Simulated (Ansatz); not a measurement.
# CH₅FGeSSi: up Jacob's ladder to CCSD(T)

How much do the methods differ for CH₅FGeSSi? The plan is to run it at one geometry with functionals of several rungs and with coupled cluster, and see how far each lands from CCSD(T) at the basis-set limit for the atomisation energy.

The runs use Ansatz 0.2.0, Gaussian basis; functionals in def2-TZVPP, the program's frozen cores in correlated methods.

Levels to be run: LDA (SPW92), PBE-D4, revPBE-D4, BLYP-D4, r2SCAN-D4, B97M-V, PBE0-D4, B3LYP-D4, r2SCANh-D4, r2SCAN0-D4, HSE06-D4, BHLYP-D4, CAM-B3LYP-D4, LC-ωPBE, ωB97X-V, ωB97M-V, B2PLYP, PBE-QIDH; CCSD(T)/def2-SVP; CCSD(T)/def2-TZVPP; MP2/def2-QZVPP; extrapolation to the limit; RPA on PBE.

## (1) Structure used throughout

The geometry comes from an earlier relaxation with PBE0-D4 in a triple-zeta def2 set; it is a stationary point, not always the lowest conformer.

SMILES `F[SiH]1C[S][GeH2]1`, 10 atoms, charge 0, spin multiplicity 1.

Atoms are counted from 1 here; the program's logs count them from 0.

Bond lengths: F1–Si2 1.602 Å, Si2–C3 1.873 Å, Si2–Ge5 2.352 Å, Si2–H6 1.482 Å, C3–S4 1.840 Å, C3–H7 1.091 Å, C3–H8 1.090 Å, S4–Ge5 2.266 Å, Ge5–H9 1.535 Å, Ge5–H10 1.539 Å. Angles: F1–Si2–C3 116.6°, F1–Si2–Ge5 123.8°, F1–Si2–H6 107.7°, C3–Si2–Ge5 86.7°, C3–Si2–H6 110.3°, Ge5–Si2–H6 110.2°, Si2–C3–S4 95.6°, Si2–C3–H7 115.6°, Si2–C3–H8 115.3°, S4–C3–H7 109.4°, S4–C3–H8 110.8°, H7–C3–H8 109.4°, C3–S4–Ge5 90.1°, Si2–Ge5–S4 73.1°, Si2–Ge5–H9 123.3°, Si2–Ge5–H10 120.8°, S4–Ge5–H9 111.9°, S4–Ge5–H10 111.4° and more.

## (2) LDA

This LDA is Slater exchange with PW92 correlation.

in.yaml reads:

```yaml
crystal:
  periodic: [false, false, false]
  atoms:
    - {symbol: F, position_ang: [-2.490891, -0.170893, -0.139072]}
    - {symbol: Si, position_ang: [-1.004236, 0.032128, 0.422613]}
    - {symbol: C, position_ang: [0.186475, -1.392507, 0.179456]}
    - {symbol: S, position_ang: [1.713496, -0.372973, 0.299345]}
    - {symbol: Ge, position_ang: [0.615300, 1.384336, -0.616546]}
    - {symbol: H, position_ang: [-1.109795, 0.374705, 1.861004]}
    - {symbol: H, position_ang: [0.189204, -2.143665, 0.970484]}
    - {symbol: H, position_ang: [0.127273, -1.888495, -0.789734]}
    - {symbol: H, position_ang: [1.093740, 2.722765, -0.035990]}
    - {symbol: H, position_ang: [0.762634, 1.403301, -2.148761]}
basis:
  gaussian: {orbitals: def2-TZVPP}
hamiltonian: {xc: lda}
output: {orbitals: {seedname: orbitals}}
```

Command:

```sh
$ ansatz run in.yaml --threads 4 --pin off --events-out ev --progress --plain --max-ram 10444MiB
```

Further steps of the session: PBE-D4 (GGA); revPBE-D4 (GGA); BLYP-D4 (GGA); r2SCAN-D4 (meta-GGA); B97M-V (meta-GGA); B3LYP-D4 (hybrid); r2SCANh-D4 (hybrid); r2SCAN0-D4 (hybrid); HSE06-D4 (hybrid); BHLYP-D4 (hybrid); CAM-B3LYP-D4 (range-separated); LC-ωPBE (range-separated); ωB97X-V (range-separated); ωB97M-V (range-separated); B2PLYP (double hybrid); PBE-QIDH (double hybrid); CCSD(T) in def2-SVP; CCSD(T) in def2-TZVPP; MP2 in def2-QZVPP; RPA on PBE orbitals.

Before running them: what should the planned runs give, taken together? Wanted: atomisation energy, CCSD(T)/CBS; farthest beyond LDA; mean size of error, GGA; mean size of error, meta-GGA; mean size of error, hybrid; mean size of error, range-separated; mean size of error, double hybrid; gap, smallest and largest; T1 diagnostic.

**Answer**, as computed:

| quantity | value |
| --- | --- |
| atomisation energy, CCSD(T)/CBS | 35.336 eV |
| functionals within 0.353 eV (1.0 %) | PBE-D4, r2SCAN-D4, B97M-V, PBE0-D4, r2SCANh-D4, HSE06-D4, CAM-B3LYP-D4, ωB97X-V, ωB97M-V, PBE-QIDH |
| farthest beyond LDA | BHLYP-D4 (-1.249 eV) |
| mean size of error, GGA | 0.488 eV |
| mean size of error, meta-GGA | 0.152 eV |
| mean size of error, hybrid | 0.454 eV |
| mean size of error, range-separated | 0.239 eV |
| mean size of error, double hybrid | 0.518 eV |
| gap, smallest and largest | 4.29 eV (LDA (SPW92)), 11.16 eV (LC-ωPBE) |
| T1 diagnostic | 0.0126 |
| triples share of the correlation energy | 3.9 % |

In words: LDA overbinds by 4.997 eV (14 %). PBE-D4 is off by +0.292 eV. Double hybrids carry the basis error of their MP2 part in triple zeta, and no dispersion term here, so their miss is partly the set-up's. The rungs meta-GGA, range-separated miss on average by less than the doubt on the reference (0.353 eV), so they tie. Misses under about 0.353 eV are within the doubt on the reference itself, which lacks core-valence correlation, relativity and higher excitations, and its outer-core shells are covered unevenly. Hartree-Fock recovers 72 % of the binding; the rest is correlation. CCSD(T) in def2-SVP is off by -2.879 eV, so the small basis spoils what the method gains. The gap grows from 4.3 to 11.2 eV across the functionals, mostly with the share of exact exchange. Correlated methods include outer-core shells of Ge, which these sets cover unevenly.
